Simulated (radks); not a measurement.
# Ionisation of Cd: one atom, several choices of exchange strength α

An exercise on one series of results from a longer session: the logs are not shown, and one member is left open.

Method: scalar-relativistic Kohn-Sham, spin-polarised, spherical densities, finite nucleus; open shells are filled with parallel spins first. Code: radks (a radial shooting solver on a logarithmic mesh, Libxc functionals) version 1.

## The system

- element: cadmium (Z = 48)
- charge: 0
- electrons: 48
- configuration: [Kr] 4d10 5s2
- ion: Cd⁺, [Kr] 4d10 5s1
- choices: α = 0.667; α = 0.733; α = 0.826; α = 0.858; α = 0.874; α = 0.917; α = 0.984

The outer shells:

Cd
```
[Kr] core
4d [↑↓][↑↓][↑↓][↑↓][↑↓]
5s [↑↓]
```

Cd⁺
```
[Kr] core
4d [↑↓][↑↓][↑↓][↑↓][↑↓]
5s [↑ ]
```

Set-up of the first run:

The run's settings:

```text
Z 48
configuration [Kr] 4d10 5s2
relativity scalar-relativistic
functional xalpha 0.667
spin polarised
nucleus finite rms 4.6087 fm
c 137.035999084
```

Steps of the session up to this table: α = 0.667: Cd.

One of the session's tables, all rows but one given; the rest of the session is left out.

Sizes of the orbitals, from the radial functions (bohr):

```
level     <r>  outermost maximum (interpolated)  90 % within  nodes
   2p  0.1149                            0.0890        0.187      0
   3s       ?                                 ?            ?      ?
   3p  0.3576                             0.317        0.538      1
   3d  0.3350                             0.265        0.530      0
   4s  0.8787                             0.794         1.28      3
   4p  0.9602                             0.844         1.42      2
   4d   1.298                             0.982         2.09      1
   5s   2.929                              2.34         4.48      4
```

**Question.** Estimate the row for 3s.

As computed: <r>: 0.3590; outermost maximum (interpolated): 0.324; 90 % within: 0.529; nodes: 2. In the column «<r>» it lies between 3p (0.3576) and 4s (0.8787).
